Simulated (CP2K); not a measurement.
**Two attempts at C2H3AlCl2 (SMILES C=[CH][Al]([Cl])[Cl])**

Aim: energy and gradient of C2H3AlCl2 at GFN2-xTB.

The calculation is run with CP2K 2026.2.

3 further runs of the same task are left out: 1 that didn't finish, 2 set aside as unsound or not needed.

### Step 1. Starting point

C2H3AlCl2 has 8 atoms, charge 0, and is taken as a singlet. SMILES: `C=[CH][Al]([Cl])[Cl]`. The shape is that of a PBE0-D4/def2-TZVP optimisation.

Bond lengths: C1–C2 1.334 Å, C2–Al3 1.918 Å, Al3–Cl4 2.086 Å, Al3–Cl5 2.089 Å, C1–H6 1.088 Å, C1–H7 1.087 Å, C2–H8 1.089 Å. Angles: C1–C2–Al3 120.9°, C2–Al3–Cl4 122.3°, C2–Al3–Cl5 119.7°, Cl4–Al3–Cl5 118.0°, C1–C2–H8 117.9°, Al3–C2–H8 121.2°, C2–C1–H6 122.4°, C2–C1–H7 122.0°, H6–C1–H7 115.7°.

### Step 2. Try one

The input, run.inp:

```
&GLOBAL
   PROJECT run
   RUN_TYPE ENERGY_FORCE
   PRINT_LEVEL MEDIUM
&END GLOBAL

&FORCE_EVAL
   METHOD QUICKSTEP
   &DFT
      &QUICKSTEP
         METHOD XTB
         EPS_DEFAULT 1.0E-10
         &XTB
            GFN_TYPE TBLITE
            &TBLITE
               METHOD GFN2
            &END TBLITE
            CHECK_ATOMIC_CHARGES F
         &END XTB
      &END QS
      &POISSON
         PERIODIC NONE
         POISSON_SOLVER ANALYTIC
      &END POISSON
      &SCF
         SCF_GUESS ATOMIC
         EPS_SCF 1.0E-07
         MAX_SCF 150
         ADDED_MOS 2
         &DIAGONALIZATION
            ALGORITHM STANDARD
         &END DIAGONALIZATION
         &MIXING
            METHOD DIRECT_P_MIXING
            ALPHA 0.4
         &END MIXING
         &SMEAR ON
            METHOD FERMI_DIRAC
            ELECTRONIC_TEMPERATURE [K] 300
         &END SMEAR
      &END SCF
      &PRINT
         &MOMENTS
            PERIODIC F
            REFERENCE COM
            MAX_MOMENT 1
         &END MOMENTS
         &MO ON
            ENERGIES T
            OCCUPATION_NUMBERS T
            NDIGITS 6
            &EACH
               QS_SCF 0
            &END EACH
            ADD_LAST NUMERIC
         &END MO
         &HIRSHFELD OFF
         &END HIRSHFELD
      &END PRINT
   &END DFT
   &SUBSYS
      &CELL
         ABC 12.7 14 15
         PERIODIC NONE
      &END CELL
      &COORD
         C      0.668900    -0.070500     1.286600
         C     -0.052200    -0.657700     0.329600
         Al    -0.537900     0.294700    -1.263000
         Cl    -1.662400    -0.581900    -2.785800
         Cl     0.066300     2.279100    -1.508200
         H      0.957600    -0.588100     2.199000
         H      1.006200     0.959700     1.202800
         H     -0.354500    -1.692400     0.483000
      &END COORD
      &TOPOLOGY
         &CENTER_COORDINATES
         &END CENTER_COORDINATES
      &END TOPOLOGY
   &END SUBSYS
   &PRINT
      &FORCES ON
      &END FORCES
   &END PRINT
&END FORCE_EVAL
```

On the command line:

```
OMP_NUM_THREADS=1 cp2k.psmp run.inp > run.out
```

The log of the run:

```text
Possible matches for unknown subsection

 QUICKSTEP

   keyword UKS in section %__ROOT__%FORCE_EVAL%DFT score:  104
   keyword MULTIP in section %__ROOT__%FORCE_EVAL%DFT score:  104
   keyword ROKS in section %__ROOT__%FORCE_EVAL%DFT score:  103
   enum MULLIKEN in section %__ROOT__%FORCE_EVAL%DFT for keyword PLUS_U_METHOD score:  103
   keyword SUBCELLS in section %__ROOT__%FORCE_EVAL%DFT score:  103

 *******************************************************************************
 *   ___                                                                       *
 *  /   \                                                                      *
 * [ABORT]                                                                     *
 *  \___/               unknown subsection QUICKSTEP of section DFT            *
 *    |                                                                        *
 *  O/|                                                                        *
 * /| |                                                                        *
 * / \                                               input/input_parsing.F:192 *
 *******************************************************************************

 ===== Routine Calling Stack =====

            4 section_vals_parse
            3 section_vals_parse
            2 section_vals_parse
            1 read_input

Program received signal SIGABRT: Process abort signal.

Backtrace for this error:
#0  0x5d131bebf957 in ???
#1  0x5d133c774cac in __pthread_kill_implementation
#2  0x5d133c71bfb7 in raise
#3  0x5d133c705d37 in abort
#4  0x5d131c592d83 in ???
#5  0x5d131c594297 in ???
#6  0x5d131c703e77 in ???
#7  0x5d131c7038f7 in ???
#8  0x5d131c7038f7 in ???
#9  0x5d131bfd9807 in ???
#10  0x5d131c844e8b in ???
#11  0x5d131c849d0b in ???
#12  0x5d131bf60db3 in ???
#13  0x5d131bf5ef13 in ???
#14  0x5d133c706573 in __libc_start_call_main
#15  0x5d133c706657 in __libc_start_main_impl
#16  0x5d131bf5f06f in ???
#17  0xffffffffffffffff in ???
```

It took 0.32 s on 1 thread of Arm Neoverse V1, shared host.

### Step 3. Reading the log

The program refused the input.

The log says `\___/               unknown subsection QUICKSTEP of section DFT`. Cause: unknown section.

### Step 4. Second attempt

The input, molecule.inp:

```
&GLOBAL
 PROJECT_NAME molecule
 RUN_TYPE ENERGY_FORCE
 PRINT_LEVEL MEDIUM
&END GLOBAL

&FORCE_EVAL
 METHOD QS
 &DFT
  &QS
   METHOD XTB
   EPS_DEFAULT 1.0E-10
   &XTB
    GFN_TYPE TBLITE
    &TBLITE
     METHOD GFN2
    &END TBLITE
    CHECK_ATOMIC_CHARGES F
   &END XTB
  &END QS
  &POISSON
   PERIODIC NONE
   POISSON_SOLVER ANALYTIC
  &END POISSON
  # self-consistent field
  &SCF
   SCF_GUESS ATOMIC
   EPS_SCF 1.0E-07
   MAX_SCF 150
   ADDED_MOS 2
   &DIAGONALIZATION
    ALGORITHM STANDARD
   &END DIAGONALIZATION
   &MIXING
    METHOD DIRECT_P_MIXING
    ALPHA 0.4
   &END MIXING
   &SMEAR ON
    METHOD FERMI_DIRAC
    ELECTRONIC_TEMPERATURE [K] 300
   &END SMEAR
  &END SCF
  # extra output
  &PRINT
   &MOMENTS
    PERIODIC F
    REFERENCE COM
    MAX_MOMENT 1
   &END MOMENTS
   &MO ON
    ENERGIES T
    OCCUPATION_NUMBERS T
    NDIGITS 6
    &EACH
     QS_SCF 0
    &END EACH
    ADD_LAST NUMERIC
   &END MO
   &HIRSHFELD OFF
   &END HIRSHFELD
  &END PRINT
 &END DFT
 &SUBSYS
  # box in angstrom
  &CELL
   ABC 12.7 14 15
   PERIODIC NONE
  &END CELL
  &COORD
   C      0.668900    -0.070500     1.286600
   C     -0.052200    -0.657700     0.329600
   Al    -0.537900     0.294700    -1.263000
   Cl    -1.662400    -0.581900    -2.785800
   Cl     0.066300     2.279100    -1.508200
   H      0.957600    -0.588100     2.199000
   H      1.006200     0.959700     1.202800
   H     -0.354500    -1.692400     0.483000
  &END COORD
  &TOPOLOGY
   &CENTER_COORDINATES
   &END CENTER_COORDINATES
  &END TOPOLOGY
 &END SUBSYS
 # extra output
 &PRINT
  &FORCES ON
  &END FORCES
 &END PRINT
&END FORCE_EVAL
```

On the command line:

```
OMP_NUM_THREADS=1 cp2k.psmp molecule.inp > molecule.out
```

The log of the run:

```text
CP2K| version string:                                       CP2K version 2026.2
[...]
 GLOBAL| Method name                                                        CP2K
[...]
 GLOBAL| Run type                                                   ENERGY_FORCE
[...]
                             - Atoms:                                          8
[...]
                             - Spherical basis functions:                     38
[...]
 Number of electrons:                                                         28
[...]
  *** SCF run converged in    24 steps ***
[...]
  Fermi energy:                                                -0.29079692434012
[...]
 TB_DIPOLE| Moment [Debye]          0.70741395      -1.09575073       2.11476250
 TB_DIPOLE| Derivative [a.u.]       0.00000000       0.00000000       0.00000000
[...]
 ENERGY| Total FORCE_EVAL ( QS ) energy [hartree]            -16.068484975292328
 FORCES| Atomic forces [hartree/bohr]
 FORCES|   Atom     x               y               z               |f|
 FORCES|      1  1.16788289E-03 -3.02912446E-04  2.41965133E-03   2.70377865E-03
 FORCES|      2  5.30122134E-03 -6.59724865E-03  1.47206299E-02   1.69800937E-02
 FORCES|      3 -8.28648378E-03  1.76595500E-02 -2.81761918E-02   3.42698600E-02
 FORCES|      4  8.79607367E-03  6.92942936E-03  1.18672761E-02   1.63162540E-02
 FORCES|      5 -4.85648473E-03 -1.51658039E-02  1.41918395E-03   1.59875306E-02
 FORCES|      6 -5.31227508E-04  2.24922426E-03 -2.58630893E-03   3.46845878E-03
 FORCES|      7 -1.73301352E-03 -4.22744442E-03 -3.11748589E-04   4.57949881E-03
 FORCES|      8  1.42031636E-04 -5.44794189E-04  6.47508044E-04   8.58044498E-04
 FORCES| Sum     5.19874942E-17  1.71087103E-16 -8.50014503E-17
 FORCES| Total atomic force                                       1.97986724E-16
[...]
```

Wall time 0.32 s (1 thread of Arm Neoverse V1, shared host).

### Step 5. Summary of results

At GFN2-xTB:

| quantity | value |
| --- | --- |
| total energy | -16.06848 Eh |
| dipole moment (from atomic charges alone) | 2.48 D |
| HOMO energy | -11.04 eV |
| LUMO energy | -7.02 eV |
| HOMO–LUMO gap | 4.02 eV |
| largest force on an atom | 1.762 eV/Å |

The dipole comes from point charges on the atoms alone, without atomic dipoles, so it is partial. The largest force is 1.76 eV/Å: the shape isn't a stationary point for this species at this level.
